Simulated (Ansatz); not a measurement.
What does this script print? It uses Ansatz 0.2.0 through its Python package.

The script reads `crco3.extxyz`:
```text
4
Lattice="2.50434742 0.0 0.0 -1.25217371 2.16882849 0.0 0.0 0.0 8.000118" Properties=species:S:1:pos:R:3:initial_magmoms:R:1 pbc="T T T"
Cr    1.25217372    0.72294282    0.00000000  3.00
Co    1.25217372    0.72294282    4.00005900  2.50
Co   -0.00000001    1.44588566    1.99439742  2.50
Co   -0.00000001    1.44588566    6.00572058  2.50
```

The script, `kconv_crco3.py`:
```python
# -*- coding: utf-8 -*-
"""Convergence of CrCo3 with the k-point mesh."""

import warnings

import ansatz as az
import pandas as pd


def main():
    warnings.simplefilter("ignore", az.DeckWarning)

    system = az.Crystal.from_extxyz("crco3.extxyz")

    job = (
        system.calculation()
        .functional(az.Functional.LDA)
        .pseudopotentials("paw")
        .basis(16 * az.Ha, density_ratio=6)
        .occupations("fermi_dirac", width=300 * az.meV)
        .spin(az.SpinTreatment.COLLINEAR)
    )

    rows = []
    for value in [0.9, 0.7, 0.55, 0.45, 0.35]:
        report = job.kpoints(spacing=value).run(threads=1).report
        rows.append((value, report["free_energy_ev"] / len(report["lattice"]["sites"]), report["n_iterations"], report["magnetization_mub"], report["n_kpoints"]))

    table = pd.DataFrame(rows, columns=["spacing (1/A)", "F/atom (eV)", "iterations", "moment (muB)", "k-points"])
    print(table.round(5).to_string(index=False))

    # the last row is the reference
    for row in rows[:-1]:
        shift = 1000 * (row[1] - rows[-1][1])
        print(f"{row[0]}: {shift:+.2f} meV/atom" + ("  (within 1 meV)" if abs(shift) < 1 else ""))


if __name__ == "__main__":
    main()
```

```console
$ python kconv_crco3.py
RunWarning: the starting moments were not kept: the SCF closed with an absolute magnetisation of 3.3e-5 μB, where they sum to 10.5 μB in size (4 sites). That is at most 0.1 of that sum. Measured as [...]
 spacing (1/A)  F/atom (eV)  iterations  moment (muB)  k-points
          0.90  -4628.01418          20      -0.00003         4
          0.70  -4627.96536          17       1.81152        10
          0.55  -4627.98063          17       1.30631        14
          0.45  -4627.97462          20       1.06077        16
          0.35  -4627.97816          20       1.06737        24
0.9: -36.02 meV/atom
0.7: +12.80 meV/atom
0.55: -2.47 meV/atom
0.45: +3.54 meV/atom
```
(Warnings from the package without file and line, shortened, repeats left out.)

Notes:
- The SCF didn't keep the moments it started from (some shrank, vanished or turned); what is printed is the state reached.
- The overall sign of a collinear moment is arbitrary, and semilocal functionals can give small moments to compounds that are paramagnetic.
- The smearing is wide enough that free energy and stress hold a thermal part of the electrons.
- This cell is a computed structure, which may not be the phase found in nature.
- Shifts are counted from the finest mesh, which is itself no proven limit.
- The script silences the warnings on its input, which a real study should read.
- The whole script took 2 min on 1 thread of Arm Neoverse V1 (shared host), peak memory 0.55 GiB.
